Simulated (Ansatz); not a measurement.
# C₂H₁₀GaN₃: ionisation energy by level of theory

The task here is to estimate one member of a computed series from the others.

Method: unrestricted cation, the program's frozen cores in correlated methods; program: Ansatz 0.2.0, Gaussian basis.

The runs, in order: UKS PBE-D4/def2-TZVPP; UKS r2SCAN-D4/def2-TZVPP; UKS PBE0-D4/def2-TZVPP; UKS B3LYP-D4/def2-TZVPP; UKS wB97X-V/def2-TZVPP; UKS wB97M-V/def2-TZVPP; UKS B2PLYP/def2-TZVPP; UHF-CCSD(T)/def2-TZVPP; UHF-MP2/def2-QZVPP; extrapolation to the limit; then −ε(HOMO) from the neutral's earlier runs with LDA (SPW92), PBE-D4, revPBE-D4, BLYP-D4, r2SCAN-D4, B97M-V, PBE0-D4, B3LYP-D4, r2SCANh-D4, r2SCAN0-D4, HSE06-D4, BHLYP-D4, CAM-B3LYP-D4, LC-ωPBE, ωB97X-V, ωB97M-V.

### Structure used throughout

An earlier PBE0-D4 in a triple-zeta def2 set relaxation fixed the geometry.

SMILES `C[N](C)[Ga]([NH2])[NH2]`, 16 atoms, charge 0, spin multiplicity 1.

Atoms are counted from 1 here; the program's logs count them from 0.

Bond lengths: C1–N2 1.436 Å, C1–H7 1.092 Å, C1–H8 1.101 Å, C1–H9 1.101 Å, N2–C3 1.436 Å, N2–Ga4 1.822 Å, C3–H10 1.101 Å, C3–H11 1.092 Å, C3–H12 1.101 Å, Ga4–N5 1.826 Å, Ga4–N6 1.825 Å, N5–H13 1.007 Å, N5–H14 1.007 Å, N6–H15 1.007 Å, N6–H16 1.006 Å. Angles: N2–C1–H7 111.2°, N2–C1–H8 111.9°, N2–C1–H9 111.9°, H7–C1–H8 107.3°, H7–C1–H9 107.4°, H8–C1–H9 107.0°, C1–N2–C3 113.2°, C1–N2–Ga4 123.5°, C3–N2–Ga4 123.3°, N2–C3–H10 111.7°, N2–C3–H11 111.1°, N2–C3–H12 112.0°, H10–C3–H11 107.1°, H10–C3–H12 107.0°, H11–C3–H12 107.6°, N2–Ga4–N5 119.3°, N2–Ga4–N6 119.8°, N5–Ga4–N6 120.4° and more.

The first run:

Contents of in.yaml:

```yaml
crystal:
  periodic: [false, false, false]
  atoms:
    - {symbol: C, position_ang: [-1.110293, -1.005393, -1.220251]}
    - {symbol: N, position_ang: [-0.061308, -0.652764, -0.305359]}
    - {symbol: C, position_ang: [0.867021, -1.722996, -0.069550]}
    - {symbol: Ga, position_ang: [0.068562, 0.977887, 0.497399]}
    - {symbol: N, position_ang: [1.426208, 1.288383, 1.678619]}
    - {symbol: N, position_ang: [-1.257387, 2.210976, 0.268632]}
    - {symbol: H, position_ang: [-1.799722, -0.171389, -1.370142]}
    - {symbol: H, position_ang: [-1.703486, -1.858191, -0.854719]}
    - {symbol: H, position_ang: [-0.716232, -1.288423, -2.208991]}
    - {symbol: H, position_ang: [0.365010, -2.617198, 0.331765]}
    - {symbol: H, position_ang: [1.630055, -1.429692, 0.654990]}
    - {symbol: H, position_ang: [1.384670, -2.031739, -0.991396]}
    - {symbol: H, position_ang: [1.620237, 2.228862, 1.980883]}
    - {symbol: H, position_ang: [2.280897, 0.759938, 1.621125]}
    - {symbol: H, position_ang: [-1.087556, 3.179589, 0.483093]}
    - {symbol: H, position_ang: [-1.906686, 2.132129, -0.496098]}
basis:
  gaussian: {orbitals: def2-TZVPP}
total_charge: 1
magnetization: {spin_polarized: true, initial_magnetization: 1}
hamiltonian: {xc: pbe, dispersion: d4}
```

Steps of the session up to this table: Cation, UKS PBE-D4/def2-TZVPP; Cation, UKS r2SCAN-D4/def2-TZVPP; Cation, UKS PBE0-D4/def2-TZVPP; Cation, UKS B3LYP-D4/def2-TZVPP; Cation, UKS wB97X-V/def2-TZVPP; Cation, UKS wB97M-V/def2-TZVPP; Cation, UKS B2PLYP (frozen core)/def2-TZVPP; Cation, UHF-CCSD(T)/def2-TZVPP; Cation, UHF-MP2/def2-QZVPP.

One table of the session follows, with a row left open; its other results are not shown here.

Orbital estimates, from the neutral's runs:

```
  functional  −ε(HOMO) (eV)
 LDA (SPW92)           4.70
      PBE-D4           4.57
   revPBE-D4           4.51
     BLYP-D4              ?
   r2SCAN-D4           4.80
      B97M-V           4.92
     PBE0-D4           5.86
    B3LYP-D4           5.66
  r2SCANh-D4           5.29
  r2SCAN0-D4           6.03
    HSE06-D4           5.46
    BHLYP-D4           7.10
CAM-B3LYP-D4           7.24
     LC-ωPBE           8.56
     ωB97X-V           8.24
     ωB97M-V           8.16
```

Q: Estimate the row for BLYP-D4 from the others.

Worked estimate for «−ε(HOMO) (eV)». Against the share of exact exchange, B3LYP-D4 (0.2, 5.66), BHLYP-D4 (0.5, 7.10) give a slope of 4.80 per unit share; at 0 the line stands at 4.70.

The run gave: −ε(HOMO) (eV): 4.47. In «−ε(HOMO) (eV)» the line misses by +0.23.
